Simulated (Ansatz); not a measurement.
**H5OPSSi: small, medium and large basis sets**

How large a basis does H5OPSSi need? Two functionals are run in growing sets.

The runs use Ansatz 0.2.0, Gaussian basis; one geometry, several basis sets.

The runs, in order: PBE0-D4/def2-SVP; ωB97M-V/def2-SVP; PBE0-D4/def2-QZVPP; ωB97M-V/def2-QZVPP; the functionals' def2-TZVPP values are taken from earlier runs.

### 1 The geometry

All runs share one geometry, relaxed beforehand with PBE0-D4 in a triple-zeta def2 set.

SMILES `OP([SiH3])S`, 9 atoms, charge 0, spin multiplicity 1.

Atoms are counted from 1 here; the program's logs count them from 0.

Bond lengths: O1–P2 1.647 Å, O1–H5 0.964 Å, P2–Si3 2.276 Å, P2–S4 2.112 Å, Si3–H6 1.491 Å, Si3–H7 1.486 Å, Si3–H8 1.484 Å, S4–H9 1.345 Å. Angles: P2–O1–H5 114.7°, O1–P2–Si3 102.2°, O1–P2–S4 105.7°, Si3–P2–S4 92.2°, P2–Si3–H6 110.8°, P2–Si3–H7 107.8°, P2–Si3–H8 109.1°, H6–Si3–H7 108.9°, H6–Si3–H8 110.2°, H7–Si3–H8 110.1°, P2–S4–H9 96.5°.

### 2 PBE0-D4 in def2-SVP

Input file in.yaml:

```yaml
crystal:
  periodic: [false, false, false]
  atoms:
    - {symbol: O, position_ang: [-0.410845, 1.077836, -1.615406]}
    - {symbol: P, position_ang: [-0.910868, -0.164037, -0.655887]}
    - {symbol: Si, position_ang: [1.053090, -0.922233, 0.208594]}
    - {symbol: S, position_ang: [-1.472070, 0.721331, 1.178041]}
    - {symbol: H, position_ang: [0.177053, 1.707843, -1.184352]}
    - {symbol: H, position_ang: [1.758461, 0.162421, 0.949534]}
    - {symbol: H, position_ang: [1.906616, -1.366503, -0.924071]}
    - {symbol: H, position_ang: [0.775218, -2.064148, 1.114789]}
    - {symbol: H, position_ang: [-2.788155, 0.801190, 0.911557]}
basis:
  gaussian: {orbitals: def2-SVP}
hamiltonian: {xc: pbe0, dispersion: d4}
output: {orbitals: {seedname: orbitals}}
```

On the command line:

```
ansatz run in.yaml --threads 2 --pin off --events-out ev --progress --plain --max-ram 4352MiB
```

Log:

```text
Functional definition: PBE0
  name "PBE0"
  cite "Adamo & Barone, J. Chem. Phys. 110, 6158 (1999) doi:10.1063/1.478522"
  cite "Perdew, Burke & Ernzerhof, Phys. Rev. Lett. 77, 3865 (1996) doi:10.1103/PhysRevLett.77.3865"
  parent pbe
  parameter a = 0.25
  parameter kappa = 0.804
  parameter beta = 0.06672455060314922
  exchange = (1 - a)*pbe_x(kappa = kappa, mu = beta*pi^2/3) + a*exact_x
  correlation = pbe_c(beta = beta)
873 factors; integrals over basis functions are off by at most 1.2e-3 eV
mean field evaluation 1: about -30104.2891 eV, gradient 4.2e1 eV
mean field evaluation 2: about -30098.2084 eV, gradient 7.0e1 eV
mean field evaluation 4: about -30107.3591 eV, gradient 2.5e0 eV
mean field evaluation 8: about -30107.4605 eV, gradient 1.5e-1 eV
mean field evaluation 16: about -30107.4606 eV, gradient 4.4e-5 eV
mean field -30107.46058994 eV, -1106.4287691107 hartree, gradient 4.4e-5 eV, S^2 0.000000; 0 other end points of the search recorded, 0 dependent functions left out
reference -30107.46061513 eV, -1106.4287700364 hartree; 29, 29 occupied and 64, 64 virtual orbitals, 873 factors
Total energy: -30107.67157373 eV, -1106.4365226219 hartree
```

It took 1.2 s on 2 threads of AMD EPYC 9R14, shared host.

### 3 ωB97M-V in def2-SVP

Changes to in.yaml since step 2:

```diff
@@ -14,3 +14,3 @@
   gaussian: {orbitals: def2-SVP}
-hamiltonian: {xc: pbe0, dispersion: d4}
+hamiltonian: {xc: {name: wB97M-V}}
 output: {orbitals: {seedname: orbitals}}
```

Launched as before.

Log (excerpt; [...] marks lines left out):

```text
Functional definition: wB97M-V
  name "wB97M-V"
  cite "Mardirossian & Head-Gordon, J. Chem. Phys. 144, 214110 (2016) doi:10.1063/1.4952647"
  cite "Becke, J. Chem. Phys. 107, 8554 (1997) doi:10.1063/1.475007"
  cite "Vydrov & Van Voorhis, J. Chem. Phys. 133, 244103 (2010) doi:10.1063/1.3521275"
  # Of w^i u^j: cxij and so on, Table III.
[...]
  gx(w, u) = 1 - cx + cx01*u + cx10*w
  gss(w, u) = css00 + css04*u^4 + css10*w + css20*w^2 + css43*w^4*u^3
  gos(w, u) = cos00 + cos10*w + (cos20 + cos21*u)*w^2 + (cos60 + cos61*u)*w^6
[...]
      + integral(e_c_pw_mod_opposite_spin*gos(b97_w_opposite, b97_u_opposite)) + vv10(b, c)
873 factors; integrals over basis functions are off by at most 1.2e-3 eV
308 factors; integrals over basis functions are off by at most 1.0e-5 eV
[...]
mean field -30117.62610042 eV, -1106.8023447301 hartree, gradient 2.6e-5 eV, S^2 0.000000; 0 other end points of the search recorded, 0 dependent functions left out
reference -30117.62614141 eV, -1106.8023462365 hartree; 29, 29 occupied and 64, 64 virtual orbitals, 873 factors
Total energy: -30117.62614141 eV, -1106.8023462365 hartree
```

Wall time 4.4 s (2 threads of AMD EPYC 9R14, shared host).

### 4 PBE0-D4 in def2-QZVPP

Changes to in.yaml since step 3:

```diff
@@ -13,4 +13,4 @@
 basis:
-  gaussian: {orbitals: def2-SVP}
-hamiltonian: {xc: {name: wB97M-V}}
+  gaussian: {orbitals: "def2-QZVPP.json"}
+hamiltonian: {xc: pbe0, dispersion: d4}
 output: {orbitals: {seedname: orbitals}}
```

The command is unchanged.

Log:

```text
Functional definition: PBE0
  name "PBE0"
  cite "Adamo & Barone, J. Chem. Phys. 110, 6158 (1999) doi:10.1063/1.478522"
  cite "Perdew, Burke & Ernzerhof, Phys. Rev. Lett. 77, 3865 (1996) doi:10.1103/PhysRevLett.77.3865"
  parent pbe
  parameter a = 0.25
  parameter kappa = 0.804
  parameter beta = 0.06672455060314922
  exchange = (1 - a)*pbe_x(kappa = kappa, mu = beta*pi^2/3) + a*exact_x
  correlation = pbe_c(beta = beta)
1627 factors; their error is unknown
mean field evaluation 1: about -30117.2036 eV, gradient 4.9e1 eV
mean field evaluation 2: about -30108.3939 eV, gradient 8.5e1 eV
mean field evaluation 4: about -30121.1139 eV, gradient 3.7e0 eV
mean field evaluation 8: about -30121.1424 eV, gradient 8.3e-2 eV
mean field evaluation 16: about -30121.1757 eV, gradient 5.9e-5 eV
mean field -30121.17574469 eV, -1106.9327917512 hartree, gradient 5.9e-5 eV, S^2 0.000000; 0 other end points of the search recorded, 0 dependent functions left out
reference -30121.17578371 eV, -1106.9327931852 hartree; 29, 29 occupied and 388, 388 virtual orbitals, 1627 factors
Total energy: -30121.38674231 eV, -1106.9405457707 hartree
```

Wall time 9.5 s (2 threads of AMD EPYC 9R14, shared host); peak memory 1.3 GiB.

### 5 ωB97M-V in def2-QZVPP

Changes to in.yaml since step 4:

```diff
@@ -14,3 +14,3 @@
   gaussian: {orbitals: "def2-QZVPP.json"}
-hamiltonian: {xc: pbe0, dispersion: d4}
+hamiltonian: {xc: {name: wB97M-V}}
 output: {orbitals: {seedname: orbitals}}
```

Launched as before.

Log (excerpt; [...] marks lines left out):

```text
Functional definition: wB97M-V
  name "wB97M-V"
  cite "Mardirossian & Head-Gordon, J. Chem. Phys. 144, 214110 (2016) doi:10.1063/1.4952647"
  cite "Becke, J. Chem. Phys. 107, 8554 (1997) doi:10.1063/1.475007"
  cite "Vydrov & Van Voorhis, J. Chem. Phys. 133, 244103 (2010) doi:10.1063/1.3521275"
  # Of w^i u^j: cxij and so on, Table III.
[...]
  gx(w, u) = 1 - cx + cx01*u + cx10*w
  gss(w, u) = css00 + css04*u^4 + css10*w + css20*w^2 + css43*w^4*u^3
  gos(w, u) = cos00 + cos10*w + (cos20 + cos21*u)*w^2 + (cos60 + cos61*u)*w^6
[...]
      + integral(e_c_pw_mod_opposite_spin*gos(b97_w_opposite, b97_u_opposite)) + vv10(b, c)
1547 factors; their error is unknown
350 factors; integrals over basis functions are off by at most 1.0e-5 eV
[...]
mean field -30131.36309850 eV, -1107.3071700984 hartree, gradient 5.9e-5 eV, S^2 0.000000; 0 other end points of the search recorded, 0 dependent functions left out
reference -30131.36316060 eV, -1107.3071723805 hartree; 29, 29 occupied and 388, 388 virtual orbitals, 1547 factors
Total energy: -30131.36316060 eV, -1107.3071723805 hartree
```

Wall time 20 s (2 threads of AMD EPYC 9R14, shared host); peak memory 1.6 GiB.

### 6 Density functionals: the series

The def2-TZVPP values come from earlier runs at the same geometry.

```tsv
functional	basis	functions	energy (eV)	from the largest (eV)	HOMO (eV)	LUMO (eV)
PBE0-D4	def2-SVP	93	-30107.6716	13.715	-7.02	-0.16
PBE0-D4	def2-TZVPP	227	-30120.3603	1.026	-7.09	-0.54
PBE0-D4	def2-QZVPP	417	-30121.3867	0.000	-7.12	-0.66
ωB97M-V	def2-SVP	93	-30117.6261	13.737	-9.04	1.79
ωB97M-V	def2-TZVPP	227	-30130.3899	0.973	-9.14	1.26
ωB97M-V	def2-QZVPP	417	-30131.3632	0.000	-9.18	1.00
```

### 7 Outcome

| quantity | value |
| --- | --- |
| PBE0-D4: double and triple zeta above quadruple | 13.72, 1.03 eV |
| ωB97M-V: double and triple zeta above quadruple | 13.74, 0.97 eV |

What this shows: For PBE0-D4 the step from double to triple zeta gains 12.69 eV and the next only 1.03 eV. Total energies overstate the basis error of differences, where much of it tends to cancel. The LUMO of ωB97M-V is positive and keeps falling with the basis (1.79 to 1.00 eV): an unbound level that the basis holds in place.

For PBE0-D4 the largest set took about 8 times as long as the smallest (9.5 s against 1.2 s).
